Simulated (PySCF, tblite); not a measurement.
**C3H10SSi3: geometry, infrared bands and NMR shifts**

What infrared bands and NMR shifts should C3H10SSi3 (`C=C1C[SiH2]S[SiH2][SiH2]1`) show?

Computed with tblite 0.8.0 and PySCF 2.14.0, with density-fitted response routines of our own, on a single molecule in the gas phase. Atoms count from 0, in the outputs and in this text.

### Step 1. Starting geometry

17 atoms, charge 0, multiplicity 1; geometry from: force field or distance geometry start.

Bonds of the start (Å): C0–C1 1.36, C1–C2 1.53, C2–Si3 1.91, Si3–S4 2.15, S4–Si5 2.16, Si5–Si6 2.34, Si6–C1 1.89, C0–H7 1.08, C0–H8 1.08, C2–H9 1.10, C2–H10 1.09, Si3–H11 1.48, Si3–H12 1.50, Si5–H13 1.48, Si5–H14 1.48, Si6–H15 1.50, Si6–H16 1.48.

### Step 2. Optimising the geometry with GFN2-xTB

Job settings and geometry (Å):

```
{"job": {"kind": "relax", "xc": "GFN2-xTB", "basis": "xTB"}, "charge": 0, "multiplicity": 1}
C      2.190200    -0.947900    -0.484000
C      1.108900    -0.384100     0.108500
C      0.054200    -1.236400     0.808800
Si    -1.697200    -1.216600     0.059500
S     -2.680700     0.634000     0.536500
Si    -1.289300     1.916800    -0.495400
Si     0.903500     1.492500     0.199500
H      2.324300    -2.018600    -0.511000
H      2.966000    -0.356000    -0.957000
H     -0.022000    -0.947800     1.867900
H      0.363400    -2.284600     0.808200
H     -1.657500    -1.398700    -1.403700
H     -2.505400    -2.315400     0.677800
H     -1.651900     3.329000    -0.218500
H     -1.422900     1.673800    -1.949500
H      1.108800     1.920000     1.623200
H      1.900400     2.152100    -0.680600
```

Started as:

```bash
$ OMP_NUM_THREADS=1 python probes_run.py task.json out
```

One launch serves the whole session: the jobs run in the order shown.

Output:

```text
step      E/eV     max force
  0    -543.09024    1.429
  1    -543.14045    0.981
  2    -543.17257    0.422
  3    -543.19196    0.374
  4    -543.20490    0.314
  5    -543.21554    0.270
  6    -543.22147    0.204
  7    -543.22725    0.181
  8    -543.23237    0.210
  9    -543.23712    0.168
 10    -543.24058    0.152
 11    -543.24349    0.134
 12    -543.24624    0.143
 13    -543.24845    0.157
 14    -543.25001    0.103
 15    -543.25111    0.077
 16    -543.25201    0.071
 17    -543.25304    0.113
 18    -543.25421    0.119
 19    -543.25528    0.077
 20    -543.25613    0.070
 21    -543.25693    0.065
 22    -543.25787    0.107
 23    -543.25909    0.133
 24    -543.26049    0.121
 25    -543.26172    0.078
 26    -543.26264    0.062
 27    -543.26348    0.078
 28    -543.26452    0.101
 29    -543.26573    0.101
 30    -543.26693    0.098
 31    -543.26805    0.090
 32    -543.26920    0.089
 33    -543.27044    0.083
 34    -543.27171    0.093
 35    -543.27290    0.102
 36    -543.27403    0.094
 37    -543.27513    0.079
 38    -543.27612    0.086
 39    -543.27695    0.087
 40    -543.27763    0.085
 41    -543.27828    0.077
 42    -543.27891    0.072
 43    -543.27945    0.046
 44    -543.27990    0.050
 45    -543.28037    0.064
 46    -543.28095    0.062
 47    -543.28158    0.063
 48    -543.28212    0.045
 49    -543.28251    0.039
 50    -543.28281    0.045
 51    -543.28308    0.039
 52    -543.28332    0.034
 53    -543.28351    0.038
 54    -543.28366    0.035
 55    -543.28380    0.029
 56    -543.28394    0.034
 57    -543.28407    0.033
 58    -543.28416    0.033
 59    -543.28421    0.021
 60    -543.28424    0.011
 61    -543.28426    0.014
 62    -543.28428    0.016
 63    -543.28432    0.018
 64    -543.28435    0.013
 65    -543.28437    0.008
```

Run time: 1.1 s. Hardware: 1 thread of Arm Neoverse N1, shared host; peak memory 0.18 GiB.

The steps of the relaxation: (not every step is listed)

| step | energy from step 0 (eV) | largest force (eV/Å) |
| --- | --- | --- |
| 0 | 0.0000 | 1.4286 |
| 1 | -0.0502 | 0.9811 |
| 2 | -0.0823 | 0.4223 |
| 3 | -0.1017 | 0.3744 |
| 4 | -0.1147 | 0.3137 |
| 5 | -0.1253 | 0.2704 |
| 6 | -0.1312 | 0.2043 |
| 7 | -0.1370 | 0.1805 |
| 8 | -0.1421 | 0.2096 |
| 13 | -0.1582 | 0.1573 |
| 18 | -0.1640 | 0.1187 |
| 23 | -0.1689 | 0.1332 |
| 28 | -0.1743 | 0.1008 |
| 33 | -0.1802 | 0.0829 |
| 38 | -0.1859 | 0.0859 |
| 43 | -0.1892 | 0.0457 |
| 48 | -0.1919 | 0.0446 |
| 53 | -0.1933 | 0.0385 |
| 58 | -0.1939 | 0.0326 |
| 60 | -0.1940 | 0.0110 |
| 61 | -0.1940 | 0.0145 |
| 62 | -0.1940 | 0.0161 |
| 63 | -0.1941 | 0.0181 |
| 64 | -0.1941 | 0.0129 |
| 65 | -0.1941 | 0.0081 |

Distances of close pairs at the start and the end, largest changes first:

| bond | before (Å) | after (Å) | change (Å) |
| --- | --- | --- | --- |
| Si3–H12 | 1.498 | 1.455 | -0.043 |
| Si6–H15 | 1.501 | 1.472 | -0.029 |
| C1–C2 | 1.526 | 1.498 | -0.028 |
| C0–C1 | 1.356 | 1.328 | -0.027 |
| Si5–H13 | 1.484 | 1.459 | -0.026 |
| Si5–Si6 | 2.339 | 2.318 | -0.021 |
| Si6–H16 | 1.484 | 1.466 | -0.018 |
| S4–Si5 | 2.156 | 2.173 | +0.018 |

The final coordinates are the input of the step that follows.

### Step 3. Harmonic vibrations with GFN2-xTB

Job settings and geometry (Å):

```
{"job": {"kind": "ir", "xc": "GFN2-xTB", "basis": "xTB"}, "charge": 0, "multiplicity": 1}
C      2.009344    -0.977699    -0.609014
C      1.096420    -0.394526     0.159770
C      0.103166    -1.207477     0.932114
Si    -1.586431    -1.323729     0.046936
S     -2.635234     0.542747     0.149886
Si    -1.200305     2.019939    -0.543732
Si     0.906815     1.487534     0.263611
H      2.094751    -2.052219    -0.686278
H      2.715645    -0.404639    -1.185864
H     -0.043588    -0.775004     1.923855
H      0.478692    -2.222542     1.072017
H     -1.380965    -1.679894    -1.355204
H     -2.479405    -2.244055     0.734309
H     -1.817485     3.249156    -0.058588
H     -1.331376     2.005624    -2.003001
H      1.088023     1.875551     1.671861
H      1.974937     2.113264    -0.522588
```

Output:

```text
mode    cm-1     km/mol
  1      53.4      0.31
  2      58.1      4.18
  3     116.3      0.79
  4     162.6      6.28
  5     181.8      1.59
  6     260.9      2.84
  7     346.1     33.33
  8     363.7     14.82
  9     407.6     32.97
 10     410.8      6.99
 11     449.7     29.12
 12     467.8     89.40
 13     486.7     20.16
 14     499.8     16.57
 15     559.2     30.78
 16     568.6     20.00
 17     590.4     12.97
 18     621.6    206.86
 19     626.0     48.60
 20     660.4     47.10
 21     699.2    233.06
 22     706.1    378.86
 23     754.8    222.68
 24     775.6    218.69
 25     777.1     87.32
 26     797.5    205.49
 27     813.7    114.76
 28     893.6     28.81
 29     970.6     23.39
 30    1090.4      4.01
 31    1200.8     40.56
 32    1223.1      3.65
 33    1417.9      2.08
 34    1470.5      3.80
 35    1661.4     10.82
 36    2176.0    163.44
 37    2219.1    210.44
 38    2225.3    404.36
 39    2275.4    263.18
 40    2290.4    249.80
 41    2336.1    228.21
 42    2959.5     38.61
 43    2973.6     23.51
 44    3061.9     42.10
 45    3108.3     29.57
```

Wall time 1.6 s (1 thread of Arm Neoverse N1, shared host); peak memory 0.18 GiB.

The strongest bands and the atoms that carry them (share of the mass-weighted mode):

| cm⁻¹ | km/mol | atoms |
| --- | --- | --- |
| 699 | 233.1 | H15 18 %, Si6 17 % |
| 706 | 378.9 | H12 25 %, H11 15 %, H13 14 %, H14 10 % |
| 755 | 222.7 | H11 51 %, H12 43 % |
| 776 | 218.7 | H15 29 %, H16 26 %, H13 18 %, H14 18 % |
| 2225 | 404.4 | H14 72 %, H16 21 % |
| 2275 | 263.2 | H11 93 % |
| 2290 | 249.8 | H13 93 % |
| 2336 | 228.2 | H12 96 % |

### Step 4. Shielding tensors: PBE0/pcSseg-1

Same as in step 3 but for these lines:

```diff
@@ -1,2 +1,2 @@
-{"job": {"kind": "ir", "xc": "GFN2-xTB", "basis": "xTB"}, "charge": 0, "multiplicity": 1}
+{"job": {"kind": "nmr", "xc": "PBE0", "basis": "pcSseg-1"}, "charge": 0, "multiplicity": 1}
 C      2.009344    -0.977699    -0.609014
```

Method: GIAO PBE0/pcSseg-1 NMR shielding, non-relativistic, gas phase.

Output:

```text
coarse grid: 15960 points
cycle   1  E = -1386.2341320360  dE =  5.527e-01  |g| = 4.189e-01  |ddm| = 3.851e+00
cycle   2  E = -1386.2163017080  dE =  1.783e-02  |g| = 4.885e-01  |ddm| = 1.054e+00
cycle   3  E = -1386.2841272568  dE = -6.783e-02  |g| = 3.190e-02  |ddm| = 6.259e-01
cycle   4  E = -1386.2843647074  dE = -2.375e-04  |g| = 1.350e-02  |ddm| = 5.427e-02
cycle   5  E = -1386.2844088474  dE = -4.414e-05  |g| = 4.529e-03  |ddm| = 1.858e-02
cycle   6  E = -1386.2844137528  dE = -4.905e-06  |g| = 7.488e-04  |ddm| = 5.363e-03
final grid: 134872 points
cycle   7  E = -1386.3257188720  dE = -2.231e-05  |g| = 7.314e-03  |ddm| = 2.545e-02
cycle   8  E = -1386.3257087566  dE =  1.012e-05  |g| = 9.311e-03  |ddm| = 1.844e-02
cycle   9  E = -1386.3257326146  dE = -2.386e-05  |g| = 1.030e-03  |ddm| = 1.132e-02
cycle  10  E = -1386.3257328558  dE = -2.413e-07  |g| = 3.510e-04  |ddm| = 1.148e-03
cycle  11  E = -1386.3257328882  dE = -3.236e-08  |g| = 4.373e-05  |ddm| = 3.921e-04
cycle  12  E = -1386.3257328887  dE = -5.625e-10  |g| = 1.343e-05  |ddm| = 9.782e-05
converged SCF energy = -1386.3257328887

GIAO shielding tensors (ppm)
atom      isotropic    diamagn.    paramagn.     s11        s22        s33       span
  0 C       52.551     252.216    -199.665    -61.805     76.513    142.945    204.749
  1 C       38.631     263.320    -224.689    -74.894     17.310    173.476    248.370
  2 C      153.814     252.886     -99.072    143.868    150.787    166.788     22.919
  3 Si     368.824     879.532    -510.708    318.855    379.801    407.815     88.960
  4 S      813.962    1059.516    -245.554    718.624    857.760    865.502    146.878
  5 Si     405.717     879.355    -473.639    366.228    397.715    453.208     86.980
  6 Si     423.654     881.657    -458.004    377.013    428.521    465.427     88.414
  7 H       25.755      31.372      -5.617     21.805     25.118     30.343      8.538
  8 H       25.882      31.139      -5.258     22.620     24.450     30.574      7.954
  9 H       29.686      31.703      -2.017     26.963     28.489     33.604      6.641
 10 H       29.581      31.651      -2.071     25.370     27.960     35.412     10.043
 11 H       26.834      29.687      -2.852     23.035     25.275     32.192      9.157
 12 H       26.769      28.776      -2.007     22.446     24.840     33.020     10.574
 13 H       26.896      28.370      -1.475     22.713     24.895     33.079     10.366
 14 H       26.594      28.934      -2.340     22.294     24.741     32.746     10.452
 15 H       27.276      29.304      -2.028     24.572     24.984     32.272      7.700
 16 H       27.613      29.845      -2.232     24.192     25.661     32.987      8.795
```

Wall time 61 s (1 thread of Arm Neoverse N1, shared host); peak memory 0.88 GiB.

The references, computed at this level on geometries of the same kind, shield at (ppm): 1H TMS 31.72, 13C TMS 186.9, 29Si TMS 349.2, 33S CS2 504. Their shielding less the atom's gives the shift. The references are single molecules in the gas phase. Atoms listed in one row are averaged.

| atoms | environment | σ (ppm) | δ (ppm) | δ scaled to CDCl3 |
| --- | --- | --- | --- | --- |
| C1 | fully substituted alkene carbon | 38.6 | 148.3 | 142.8 |
| C0 | terminal =CH2 carbon | 52.6 | 134.4 | 129.2 |
| C2 | allylic sp3 CH2 bonded to Si | 153.8 | 33.1 | 30.4 |
| H7 | hydrogen on a terminal =CH2 carbon | 25.76 | 5.96 | 5.73 |
| H8 | hydrogen on a terminal =CH2 carbon | 25.88 | 5.84 | 5.61 |
| H13, H14 | hydrogen on a silicon bonded to S, Si, in a 6-membered ring | 26.74 | 4.97 | – |
| H11, H12 | hydrogen on a silicon bonded to C, S, in a 6-membered ring | 26.80 | 4.92 | – |
| H15, H16 | hydrogen on a silicon bonded to C, Si, in a 6-membered ring | 27.44 | 4.27 | – |
| H9, H10 | hydrogen on an allylic sp3 CH2 bonded to Si | 29.63 | 2.08 | 2.07 |
| Si3 | silicon bonded to C, S, 2 H, in a 6-membered ring | 368.8 | -19.7 | – |
| Si5 | silicon bonded to S, Si, 2 H, in a 6-membered ring | 405.7 | -56.6 | – |
| Si6 | silicon bonded to C, Si, 2 H, in a 6-membered ring | 423.7 | -74.5 | – |
| S4 | sulfur bonded to 2 Si, in a 6-membered ring | 814 | -310 | – |

The scaled column applies a straight-line fit of computed shieldings to shifts measured in CDCl3, with any fitted terms for Cl, Br or S neighbours (root-mean-square error 0.16 ppm for H, 1.9 ppm for C).

Charges from the same density, by scheme (e):

| atoms | Mulliken | IAO | Hirshfeld | ESP fit |
| --- | --- | --- | --- | --- |
| C0 | -0.07 | -0.31 | -0.10 | -0.49 |
| C1 | -0.56 | -0.23 | -0.08 | 0.11 |
| C2 | -0.43 | -0.54 | -0.16 | -0.50 |
| Si3 | 0.62 | 0.70 | 0.32 | 0.45 |
| S4 | -0.53 | -0.43 | -0.19 | -0.39 |
| Si5 | 0.31 | 0.39 | 0.23 | 0.30 |
| Si6 | 0.40 | 0.44 | 0.24 | 0.14 |

Mayer bond orders: C0–C1 1.96, C1–C2 1.03, C2–Si3 0.87, Si3–S4 0.98, S4–Si5 0.91, Si5–Si6 0.88, Si6–C1 0.85.

Ring of atoms C1, C2, Si3, S4, Si5, Si6: NICS(0) -1.7, NICS(1) -1.6, NICS(1)zz 5.0 ppm (means of both faces).

### Step 5. What came out

```
                                                              quantity                                   value
                             strongest single infrared mode (GFN2-xTB)                   2225 cm⁻¹, 404 km/mol
                                          zero-point energy (GFN2-xTB)                           69.7 kcal/mol
                                13C shifts against TMS (PBE0/pcSseg-1)                  148.3, 134.4, 33.1 ppm
1H shifts against TMS (PBE0/pcSseg-1, means over atoms taken as alike)  5.96, 5.84, 4.97, 4.92, 4.27, 2.08 ppm
                               29Si shifts against TMS (PBE0/pcSseg-1)                 -19.7, -56.6, -74.5 ppm
                                33S shifts against CS2 (PBE0/pcSseg-1)                                -310 ppm
```

Over 65 steps the energy fell by 0.194 eV; of the close pairs, Si3–H12 changed most, 1.498 to 1.455 Å. All 45 modes are real, so the xTB geometry is a minimum. The strongest single mode, at 2225 cm⁻¹, moves mainly H14. Unscaled tight-binding wavenumbers are off by several per cent, some by more. Its intensities can rank the bands wrongly. C1 (fully substituted alkene carbon) lies farthest downfield among carbon, at 148.3 ppm; as expected for a trigonal carbon in a double bond. At PBE0/pcSseg-1: The widest tensor belongs to C1: span 248 ppm, with a paramagnetic part of -225 ppm.
